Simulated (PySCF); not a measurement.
# C3H9BO3: the cost of one run

Programs: PySCF 2.14.0, with density-fitted response routines of our own. Each step states its level of theory. These are calculated values for one molecule, in the gas phase or a continuum, unless marked as measured. Atoms are numbered from 0 throughout.

## 1. The starting structure

16 atoms, charge 0, multiplicity 1; geometry from: GFN2-xTB. The atoms were then displaced at random by about 0.01 Å, so the start is not that level's minimum.

Bonds of the start (Å): C0–O1 1.44, O1–B2 1.38, B2–O3 1.34, O3–C4 1.45, B2–O5 1.36, O5–C6 1.41, C0–H7 1.08, C0–H8 1.08, C0–H9 1.08, C4–H10 1.08, C4–H11 1.10, C4–H12 1.08, C6–H13 1.11, C6–H14 1.08, C6–H15 1.10.

## 2. Optimising the geometry at PBE0-D3(BJ)/def2-TZVP

The job: settings as JSON, then the geometry in Å.

```
{"job": {"xc": "PBE0", "basis": "def2-TZVP", "d3": "d3bj", "grid": 2, "shake": 0.01, "kind": "geom"}, "charge": 0, "multiplicity": 1}
C      2.338300    -0.782670     0.233490
O      1.337380     0.258030     0.191260
B     -0.013980    -0.007390     0.197570
O     -0.399790    -1.294790     0.244860
C     -1.810730    -1.618230     0.210920
O     -0.900960     1.018450     0.169440
C     -0.502230     2.369630     0.158530
H      2.707390    -0.858690     1.245770
H      3.134440    -0.450390    -0.407960
H      1.900630    -1.711860    -0.092480
H     -2.200210    -1.538180    -0.790160
H     -2.371730    -0.934490     0.867880
H     -1.936900    -2.628010     0.565370
H     -0.794850     2.827040     1.123650
H      0.556270     2.463710    -0.005510
H     -1.062090     2.885450    -0.634400
```

The run is started by

```sh
> OMP_NUM_THREADS=2 python probes_run.py task.json out
```

The driver reads the jobs from task.json and runs them one after another.

**Question.** How long does this first job take on 2 threads of Intel Xeon Platinum 8488C, shared host, and how much memory does it need?

About 4.3 min, with a peak of 1.6 GiB.
